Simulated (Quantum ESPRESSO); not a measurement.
# CoPd2O2 in Quantum ESPRESSO: notebook, part 2 of 3

Quantum ESPRESSO 7.5. The steps go on from the part before.

### Step 3. Work function, PBE, collinear spin, ferromagnetic start

pw.in

```
&CONTROL
  calculation = 'scf'
  prefix = 'pwscf'
  outdir = './tmp'
  pseudo_dir = './pseudo'
  tprnfor = .true.
  disk_io = 'low'
/
&SYSTEM
  ibrav = 0
  celldm(1) = 8
  nat = 5
  ntyp = 3
  ecutwfc = 53
  nbnd = 46
  occupations = 'smearing'
  smearing = 'fd'
  degauss = 0.00367493
  nspin = 2
  starting_magnetization(1) = 0
  starting_magnetization(2) = 0
  starting_magnetization(3) = 0.1176
/
&ELECTRONS
  conv_thr = 5d-09
  electron_maxstep = 150
  mixing_beta = 0.3
  mixing_mode = 'local-TF'
/
ATOMIC_SPECIES
Pd   106.4200 Pd_ONCV_PBE-1.2.upf
O     15.9990 O_ONCV_PBE-1.2.upf
Co    58.9332 Co_ONCV_PBE-1.2.upf
CELL_PARAMETERS alat
  0.6720336204965  -0.0000000000000   0.0000000000000
 -0.3360168102438   0.5819981875446   0.0000000000000
  0.0000000000000   0.0000000000000   4.9510824465195
ATOMIC_POSITIONS crystal
Pd     0.6666666667    0.3333333333    0.3578244275
O      0.6666666667    0.3333333333    0.4534943702
Co     0.0000000000    0.0000000000    0.5000000000
O      0.3333333333    0.6666666667    0.5465056298
Pd     0.3333333333    0.6666666667    0.6421755725
K_POINTS automatic
9 9 1 0 0 0
```

pp_density.in

```
&INPUTPP
  prefix = 'pwscf'
  outdir = './tmp'
  filplot = 'density.dat'
  plot_num = 0
/
&PLOT
  nfile = 1
  filepp(1) = 'density.dat'
  iflag = 3
  output_format = 6
  fileout = 'density.cube'
/
```

pp_potential.in

```
&INPUTPP
  prefix = 'pwscf'
  outdir = './tmp'
  filplot = 'potential.dat'
  plot_num = 11
/
&PLOT
  nfile = 1
  filepp(1) = 'potential.dat'
  iflag = 3
  output_format = 6
  fileout = 'potential.cube'
/
```

pp_spin.in

```
&INPUTPP
  prefix = 'pwscf'
  outdir = './tmp'
  filplot = 'spin.dat'
  plot_num = 6
/
&PLOT
  nfile = 1
  filepp(1) = 'spin.dat'
  iflag = 3
  output_format = 6
  fileout = 'spin.cube'
/
```

pp_elf.in

```
&INPUTPP
  prefix = 'pwscf'
  outdir = './tmp'
  filplot = 'elf.dat'
  plot_num = 8
/
&PLOT
  nfile = 1
  filepp(1) = 'elf.dat'
  iflag = 3
  output_format = 6
  fileout = 'elf.cube'
/
```

Potentials or basis: SG15 PBE 1.2.

Launch:

```bash
OMP_NUM_THREADS=1 mpirun -n 2 pw.x -nk 2 -in pw.in > pw.out
OMP_NUM_THREADS=1 mpirun -n 1 pp.x -in pp_density.in > pp_density.out
OMP_NUM_THREADS=1 mpirun -n 1 pp.x -in pp_potential.in > pp_potential.out
OMP_NUM_THREADS=1 mpirun -n 1 pp.x -in pp_spin.in > pp_spin.out
OMP_NUM_THREADS=1 mpirun -n 1 pp.x -in pp_elf.in > pp_elf.out
```

pw.out:

```text
This program is part of the open-source Quantum ESPRESSO suite
     for quantum simulation of materials; please cite
[... 6 lines left out ...]
     using ibrav=0 with symmetry is DISCOURAGED, use correct ibrav instead

     K-points division:     npool     =       2
     Subspace diagonalization in iterative solution of the eigenvalue problem:
     a serial algorithm will be used

     G-vector sticks info
     --------------------
     sticks:   dense  smooth     PW     G-vecs:    dense   smooth      PW
     Sum         421     421    121                51735    51735    8645

     Using Slab Decomposition

     bravais-lattice index     =            0
     lattice parameter (alat)  =       8.0000  a.u.
     unit-cell volume          =     991.4772 (a.u.)^3
     number of atoms/cell      =            5
     number of atomic types    =            3
[... 477 lines left out ...]
     2.8922   3.3457   3.6890   5.4328   5.4328   7.4626   7.9944   8.2017
     9.4844   9.6861  11.1855  12.5510  13.5178  14.6306
[... 93 lines left out ...]
   -91.9584 -80.3595 -80.3595 -55.2658 -55.2658 -55.0648 -46.1620 -46.1620
   -46.0229 -46.0229 -46.0228 -46.0228 -15.7835 -15.7835  -3.4347  -3.4347
    -3.0784  -2.1679  -2.1679  -1.5582   1.3151   1.3151   1.3424   1.3566
     1.4679   1.4679   1.5259   1.8762   2.3289   2.5578   2.5578   3.8519
     3.8519   5.0473   5.0473  10.9421  10.9438  10.9769  10.9769  11.2937
    11.2937  15.1945  15.2526  15.2958  15.2959  15.9221

     the Fermi energy is     3.4485 ev

!    total energy              =    -841.37901386 Ry
     estimated scf accuracy    <          2.5E-09 Ry
     smearing contrib. (-TS)   =      -0.00128513 Ry
     internal energy E=F+TS    =    -841.37772873 Ry

     The total energy is F=E-TS. E is the sum of the following terms:
     one-electron contribution =   -5776.50274257 Ry
     hartree contribution      =    2894.60604168 Ry
     xc contribution           =     -91.08047570 Ry
     ewald contribution        =    2131.59944785 Ry

     total magnetization       =     1.41 Bohr mag/cell
     absolute magnetization    =     1.53 Bohr mag/cell

     convergence has been achieved in  22 iterations

     Forces acting on atoms (cartesian axes, Ry/au):

     atom    1 type  1   force =    -0.00000000    0.00000000   -0.02652058
     atom    2 type  2   force =     0.00000000    0.00000000    0.01712025
     atom    3 type  3   force =    -0.00000000    0.00000000    0.00000000
     atom    4 type  2   force =     0.00000000    0.00000000   -0.01712025
     atom    5 type  1   force =     0.00000000   -0.00000000    0.02652058

     Total force =     0.044642     Total SCF correction =     0.000207

=------------------------------------------------------------------------------=
   JOB DONE.
=------------------------------------------------------------------------------=
```

pp_density.out:

```text
This program is part of the open-source Quantum ESPRESSO suite
     for quantum simulation of materials; please cite
         "P. Giannozzi et al., J. Phys.:Condens. Matter 21 395502 (2009);
         "P. Giannozzi et al., J. Phys.:Condens. Matter 29 465901 (2017);
         "P. Giannozzi et al., J. Chem. Phys. 152 154105 (2020);
     in publications or presentations arising from this work. More details at

     IMPORTANT: XC functional enforced from input :
     Exchange-correlation= PBE
                           (   1   4   3   4   0   0   0)
     Any further DFT definition will be discarded
     Please, verify this is what you really want

     G-vector sticks info
     --------------------
     sticks:   dense  smooth     PW     G-vecs:    dense   smooth      PW
     Sum         421     421    121                51735    51735    8645

     Using Slab Decomposition

     Calling punch_plot, plot_num =   0
     Writing data to file  density.dat
     Reading data from file  density.dat

     Writing data to be plotted to file density.cube
     Plot Type: 3D                     Output format: Gaussian cube

=------------------------------------------------------------------------------=
   JOB DONE.
=------------------------------------------------------------------------------=
```

pp_potential.out:

```text
This program is part of the open-source Quantum ESPRESSO suite
     for quantum simulation of materials; please cite
         "P. Giannozzi et al., J. Phys.:Condens. Matter 21 395502 (2009);
         "P. Giannozzi et al., J. Phys.:Condens. Matter 29 465901 (2017);
         "P. Giannozzi et al., J. Chem. Phys. 152 154105 (2020);
     in publications or presentations arising from this work. More details at

     IMPORTANT: XC functional enforced from input :
     Exchange-correlation= PBE
                           (   1   4   3   4   0   0   0)
     Any further DFT definition will be discarded
     Please, verify this is what you really want

     G-vector sticks info
     --------------------
     sticks:   dense  smooth     PW     G-vecs:    dense   smooth      PW
     Sum         421     421    121                51735    51735    8645

     Using Slab Decomposition

     Calling punch_plot, plot_num =  11
     Writing data to file  potential.dat
     Reading data from file  potential.dat

     Writing data to be plotted to file potential.cube
     Plot Type: 3D                     Output format: Gaussian cube

=------------------------------------------------------------------------------=
   JOB DONE.
=------------------------------------------------------------------------------=
```

Run time: 4.1 min. Hardware: 2 MPI ranks of Intel Xeon at 2.50GHz (Skylake/Cascade Lake), shared host; peak memory 0.38 GiB.

The run converged, but some of its settings lie outside the range that counts as converged, so its numbers aren't taken as properties of the slab.

Results:

- Free energy: -11447.5447 eV
- Largest force: 0.682 eV/Å
- Band gap on the k mesh: none (metal or under the smearing width)
- Net moment: 1.41 μB per cell
- Absolute moment: 1.53 μB per cell
- Site moments: Pd +0.38; O +0.06; Co +0.29 μB
- Valence electrons inside the program's atomic spheres: Pd 13.94; O 5.26; Co 14.12
- Work function of the upper face: 4.66 eV
- Work function of the lower face: 4.66 eV

Caveat: the cutoff lies well under what these potentials need, so the values aren't converged; semilocal functionals often make such compounds metallic where correlation or magnetic order opens a gap, which also shifts bond lengths.

### Step 4. Work function, PBE, collinear spin, ferromagnetic start

Changes to pw.in since step 3:

```diff
@@ -13,3 +13,4 @@
   ntyp = 3
-  ecutwfc = 53
+  ecutwfc = 70
+  ecutrho = 282
   nbnd = 46
```

pp_density.in is that of step 3.

pp_potential.in is that of step 3.

pp_spin.in is that of step 3.

pp_elf.in is that of step 3.

Potentials or basis: SG15 PBE 1.2.

Launch:

```bash
OMP_NUM_THREADS=1 mpirun -n 2 pw.x -nk 2 -in pw.in > pw.out
OMP_NUM_THREADS=1 mpirun -n 1 pp.x -in pp_density.in > pp_density.out
OMP_NUM_THREADS=1 mpirun -n 1 pp.x -in pp_potential.in > pp_potential.out
OMP_NUM_THREADS=1 mpirun -n 1 pp.x -in pp_spin.in > pp_spin.out
OMP_NUM_THREADS=1 mpirun -n 1 pp.x -in pp_elf.in > pp_elf.out
```

pw.out:

```text
This program is part of the open-source Quantum ESPRESSO suite
     for quantum simulation of materials; please cite
         "P. Giannozzi et al., J. Phys.:Condens. Matter 21 395502 (2009);
         "P. Giannozzi et al., J. Phys.:Condens. Matter 29 465901 (2017);
         "P. Giannozzi et al., J. Chem. Phys. 152 154105 (2020);
     in publications or presentations arising from this work. More details at

     Message from routine setup:
     no reason to have ecutrho>4*ecutwfc
     Message from routine setup:
     using ibrav=0 with symmetry is DISCOURAGED, use correct ibrav instead

     K-points division:     npool     =       2
     Subspace diagonalization in iterative solution of the eigenvalue problem:
     a serial algorithm will be used

     G-vector sticks info
     --------------------
     sticks:   dense  smooth     PW     G-vecs:    dense   smooth      PW
     Sum         559     559    163                79261    78601   12829

     Using Slab Decomposition

     bravais-lattice index     =            0
     lattice parameter (alat)  =       8.0000  a.u.
     unit-cell volume          =     991.4772 (a.u.)^3
     number of atoms/cell      =            5
     number of atomic types    =            3
     number of electrons       =        65.00
     number of Kohn-Sham states=           46
     kinetic-energy cutoff     =      70.0000  Ry
[... 377 lines left out ...]
     9.3051   9.6326  11.1137  12.4264  13.4205  14.5196
[... 93 lines left out ...]
   -92.1871 -80.6571 -80.6571 -55.5537 -55.4937 -55.4937 -46.6713 -46.6713
   -46.3485 -46.3485 -46.3485 -46.3485 -15.8006 -15.8006  -3.5729  -3.5729
    -3.1359  -2.4213  -2.4213  -1.6297   1.0942   1.0942   1.0990   1.1087
     1.2165   1.2165   1.3447   1.6892   2.1569   2.1585   2.1585   3.2191
     3.2191   4.6243   4.6243  10.8352  10.8370  10.8652  10.8652  10.9451
    10.9451  15.0735  15.1324  15.1771  15.1773  15.7503

 ------ SPIN DOWN ----------

          k = 0.0000 0.0000 0.0000 (  9771 PWs)   bands (ev):

   -91.9305 -80.3919 -80.3919 -55.1968 -55.1968 -55.0557 -46.1952 -46.1952
   -45.8744 -45.8744 -45.8744 -45.8744 -17.3303 -15.6748  -4.3978  -2.4735
    -2.4735  -1.5376  -0.9901  -0.9447   0.3981   0.3981   1.4607   1.4607
     1.4674   1.4674   2.1351   2.1351   2.2437   2.5325   2.5325   2.8909
     2.8909   3.3447   3.6856   5.4101   5.4101   7.4774   7.9917   8.2504
     9.4857   9.7293  11.2008  12.5671  13.5331  14.6180
[... 93 lines left out ...]
   -91.9231 -80.3665 -80.3665 -55.2456 -55.2456 -55.0435 -46.1649 -46.1649
   -46.0270 -46.0270 -46.0269 -46.0269 -15.6770 -15.6770  -3.4190  -3.4190
    -3.0599  -2.1522  -2.1522  -1.5465   1.3125   1.3125   1.3398   1.3539
     1.4656   1.4656   1.5237   1.8727   2.3282   2.5585   2.5585   3.8506
     3.8506   5.0372   5.0372  10.9376  10.9377  10.9714  10.9714  11.2905
    11.2905  15.1856  15.2457  15.2893  15.2895  15.9271

     the Fermi energy is     3.4462 ev

!    total energy              =    -841.48679151 Ry
     estimated scf accuracy    <          4.2E-10 Ry
     smearing contrib. (-TS)   =      -0.00124853 Ry
     internal energy E=F+TS    =    -841.48554298 Ry

     The total energy is F=E-TS. E is the sum of the following terms:
     one-electron contribution =   -5776.74993197 Ry
     hartree contribution      =    2894.76904482 Ry
     xc contribution           =     -91.10410369 Ry
     ewald contribution        =    2131.59944787 Ry

     total magnetization       =     1.41 Bohr mag/cell
     absolute magnetization    =     1.54 Bohr mag/cell

     convergence has been achieved in  23 iterations

     Forces acting on atoms (cartesian axes, Ry/au):

     atom    1 type  1   force =     0.00000000    0.00000000   -0.02613254
     atom    2 type  2   force =     0.00000000    0.00000000    0.01943956
     atom    3 type  3   force =     0.00000000    0.00000000    0.00000000
     atom    4 type  2   force =     0.00000000    0.00000000   -0.01943956
     atom    5 type  1   force =    -0.00000000    0.00000000    0.02613254

     Total force =     0.046061     Total SCF correction =     0.000070

=------------------------------------------------------------------------------=
   JOB DONE.
=------------------------------------------------------------------------------=
```

pp_density.out:

```text
This program is part of the open-source Quantum ESPRESSO suite
     for quantum simulation of materials; please cite
         "P. Giannozzi et al., J. Phys.:Condens. Matter 21 395502 (2009);
         "P. Giannozzi et al., J. Phys.:Condens. Matter 29 465901 (2017);
         "P. Giannozzi et al., J. Chem. Phys. 152 154105 (2020);
     in publications or presentations arising from this work. More details at

     IMPORTANT: XC functional enforced from input :
     Exchange-correlation= PBE
                           (   1   4   3   4   0   0   0)
     Any further DFT definition will be discarded
     Please, verify this is what you really want

     G-vector sticks info
     --------------------
     sticks:   dense  smooth     PW     G-vecs:    dense   smooth      PW
     Sum         559     559    163                79261    78601   12829

     Using Slab Decomposition

     Calling punch_plot, plot_num =   0
     Writing data to file  density.dat
     Reading data from file  density.dat

     Writing data to be plotted to file density.cube
     Plot Type: 3D                     Output format: Gaussian cube

=------------------------------------------------------------------------------=
   JOB DONE.
=------------------------------------------------------------------------------=
```

pp_potential.out:

```text
This program is part of the open-source Quantum ESPRESSO suite
     for quantum simulation of materials; please cite
         "P. Giannozzi et al., J. Phys.:Condens. Matter 21 395502 (2009);
         "P. Giannozzi et al., J. Phys.:Condens. Matter 29 465901 (2017);
         "P. Giannozzi et al., J. Chem. Phys. 152 154105 (2020);
     in publications or presentations arising from this work. More details at

     IMPORTANT: XC functional enforced from input :
     Exchange-correlation= PBE
                           (   1   4   3   4   0   0   0)
     Any further DFT definition will be discarded
     Please, verify this is what you really want

     G-vector sticks info
     --------------------
     sticks:   dense  smooth     PW     G-vecs:    dense   smooth      PW
     Sum         559     559    163                79261    78601   12829

     Using Slab Decomposition

     Calling punch_plot, plot_num =  11
     Writing data to file  potential.dat
     Reading data from file  potential.dat

     Writing data to be plotted to file potential.cube
     Plot Type: 3D                     Output format: Gaussian cube

=------------------------------------------------------------------------------=
   JOB DONE.
=------------------------------------------------------------------------------=
```

It took 9.5 min on 2 MPI ranks of Intel Xeon at 2.50GHz (Skylake/Cascade Lake), shared host; peak memory 0.54 GiB.

These settings aren't checked as converged: the numbers below hold their error.

Results:

* Free energy: -11449.0111 eV
* Largest force: 0.672 eV/Å
* Band gap on the k mesh: none (metal or under the smearing width)
* Net moment: 1.41 μB per cell
* Absolute moment: 1.54 μB per cell
* Site moments: Pd +0.38; O +0.06; Co +0.29 μB
* Valence electrons inside the program's atomic spheres: Pd 13.94; O 5.27; Co 14.12
* Work function of the upper face: 4.66 eV
* Work function of the lower face: 4.66 eV

Caveat: semilocal functionals often make such compounds metallic where correlation or magnetic order opens a gap, which also shifts bond lengths.

[end of part 2 of 3]
